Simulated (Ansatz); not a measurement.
**AlGeNH4O (SMILES [NH2][GeH]1[O][AlH]1): PBE/6-31G(d) (spherical functions)**

What is the vertical ionisation energy of AlGeNH4O at PBE/6-31G* (spherical functions)? 

The calculation is run with Ansatz 0.2.0.

128 further runs of the same task are left out: 128 set aside as unsound or not needed.

### Step 1. The molecule

AlGeNH4O: 8 atoms, total charge 0, spin state singlet. SMILES: `[NH2][GeH]1[O][AlH]1`. The shape is that of a PBE0-D4/def2-TZVP optimisation. This is one conformer, not always the lowest.

Bond lengths: N1–Ge2 1.822 Å, Ge2–O3 1.896 Å, Ge2–Al4 2.331 Å, O3–Al4 1.699 Å, N1–H5 1.009 Å, N1–H6 1.008 Å, Ge2–H7 1.543 Å, Al4–H8 1.577 Å. Some angles: N1–Ge2–O3 114.7°, N1–Ge2–Al4 126.9°, O3–Ge2–Al4 46.0°, Ge2–O3–Al4 80.7°, Ge2–Al4–O3 53.4°, N1–Ge2–H7 103.9°, O3–Ge2–H7 108.8°, Al4–Ge2–H7 128.4°, Ge2–N1–H5 116.8°, Ge2–N1–H6 117.5°.

### Step 2. A single-point energy at PBE/6-31G(d) (spherical functions)

The input, job.yaml:

```yaml
crystal:
  periodic: [false, false, false]
  atoms:
    - symbol: "N"
      position_ang: [-1.000700, 1.330400, 0.514400]
    - symbol: Ge
      position_ang: [0.239100, 0.000100, 0.626900]
    - symbol: O
      position_ang: [1.177500, -0.346000, -0.983500]
    - symbol: Al
      position_ang: [0.431500, -1.856900, -0.769100]
    - symbol: H
      position_ang: [-0.662600, 2.276400, 0.611900]
    - symbol: H
      position_ang: [-1.682100, 1.271200, -0.226100]
    - symbol: H
      position_ang: [1.237900, 0.511900, 1.685400]
    - symbol: H
      position_ang: [0.351700, -3.244100, -1.515600]
basis:
  gaussian:
    orbitals: 6-31G_st_-spherical.json
total_charge: 0
hamiltonian:
  xc: pbe
accuracy: high
output:
  orbitals: {seedname: orbitals}
```

The basis set 6-31G* is read from a file made from the Basis Set Exchange's data (not shown).

Launch:

```sh
ansatz run job.yaml --threads 1 --pin off --max-ram 3480MiB --events-out events.jsonl --progress --plain --runs-dir runs
```

The log of the run:

```text
Warning: RAYON_NUM_THREADS=1 ignored (pool sized by the plan → 1); use --threads N
Functional definition: PBE
  name "PBE"
  parameter kappa = 0.804
  parameter beta = 0.06672455060314922
  exchange = pbe_x(kappa = kappa, mu = beta*pi^2/3)
  correlation = pbe_c(beta = beta)
1871 factors; integrals over basis functions are off by at most 4.7e-9 eV
mean field evaluation 1: about -66677.3023 eV, gradient 9.0e1 eV
mean field evaluation 2: about -66486.0445 eV, gradient 2.3e2 eV
mean field evaluation 4: about -66689.2291 eV, gradient 4.5e1 eV
mean field evaluation 8: about -66693.2255 eV, gradient 5.0e-1 eV
mean field evaluation 16: about -66693.2172 eV, gradient 2.2e-4 eV
mean field -66693.21715032 eV, -2450.9305239881 hartree, gradient 3.4e-8 eV, S^2 0.000000; 0 other end points of the search recorded, 0 dependent functions left out
reference -66693.21715460 eV, -2450.9305241453 hartree; 32, 32 occupied and 54, 54 virtual orbitals, 1871 factors
Total energy: -66693.21715460 eV, -2450.9305241453 hartree
```

It took 7.5 s on 1 thread of Arm Neoverse V2, shared host; peak memory 0.22 GiB.

### Step 3. The doublet cation at the same level

The input, run.yaml:

```yaml
crystal:
  periodic: [false, false, false]
  atoms:
    - {symbol: N, position_ang: [-1.000700, 1.330400, 0.514400]}
    - {symbol: Ge, position_ang: [0.239100, 0.000100, 0.626900]}
    - {symbol: O, position_ang: [1.177500, -0.346000, -0.983500]}
    - {symbol: Al, position_ang: [0.431500, -1.856900, -0.769100]}
    - {symbol: H, position_ang: [-0.662600, 2.276400, 0.611900]}
    - {symbol: H, position_ang: [-1.682100, 1.271200, -0.226100]}
    - {symbol: H, position_ang: [1.237900, 0.511900, 1.685400]}
    - {symbol: H, position_ang: [0.351700, -3.244100, -1.515600]}
basis:
  gaussian:
    orbitals: 6-31G_st_-spherical.json
total_charge: 1
accuracy: high
output: {orbitals: {seedname: orbitals}}
magnetization:
  spin_polarized: true
  initial_magnetization: 1
hamiltonian:
  xc: pbe
```

The basis set 6-31G* is read from a file made from the Basis Set Exchange's data (not shown).

Launch:

```sh
ansatz run run.yaml --threads 1 --pin off --max-ram 3480MiB --events-out events.jsonl --progress --plain --runs-dir runs
```

The log of the run (excerpt; [...] marks lines left out):

```text
Warning: RAYON_NUM_THREADS=1 ignored (pool sized by the plan → 1); use --threads N
[... 6 set-up lines as earlier in the session ...]
1868 factors; integrals over basis functions are off by at most 4.7e-9 eV
mean field evaluation 1: about -66652.7856 eV, gradient 8.8e1 eV
mean field evaluation 2: about -66379.6992 eV, gradient 1.8e2 eV
mean field evaluation 4: about -66661.7680 eV, gradient 7.3e1 eV
mean field evaluation 8: about -66685.1959 eV, gradient 2.4e0 eV
mean field evaluation 16: about -66685.2212 eV, gradient 3.4e-3 eV
mean field evaluation 32: about -66684.9187 eV, gradient 2.1e0 eV
mean field -66685.22124262 eV, -2450.6366797997 hartree, gradient 4.4e-8 eV, S^2 0.752586; 1 other end points of the search recorded, 0 dependent functions left out
reference -66685.22124711 eV, -2450.6366799648 hartree; 32, 31 occupied and 54, 55 virtual orbitals, 1868 factors
Total energy: -66685.22124711 eV, -2450.6366799648 hartree
```

Wall time 13 s (1 thread of Arm Neoverse V2, shared host); peak memory 0.28 GiB.

### Step 4. Summary of results

Level: PBE/6-31G* (spherical functions).

| quantity | value |
| --- | --- |
| singlet AlGeNH4O: total energy | -2450.93052 Eh |
| singlet AlGeNH4O: HOMO energy | -5.06 eV |
| singlet AlGeNH4O: LUMO energy | -1.92 eV |
| singlet AlGeNH4O: HOMO–LUMO gap | 3.14 eV |
| doublet cation: total energy | -2450.63668 Eh |
| doublet cation: HOMO energy (highest over α and β) | -11.60 eV |
| doublet cation: LUMO energy (lowest over α and β) | -10.94 eV |
| doublet cation: ⟨S²⟩ | 0.753 |
| vertical ionisation energy (to the doublet cation) | 7.996 eV |

What this shows: The vertical ionisation energy comes to 8.00 eV (771 kJ/mol). The negative HOMO energy of the first species, 5.06 eV, lies 2.94 eV below that difference.
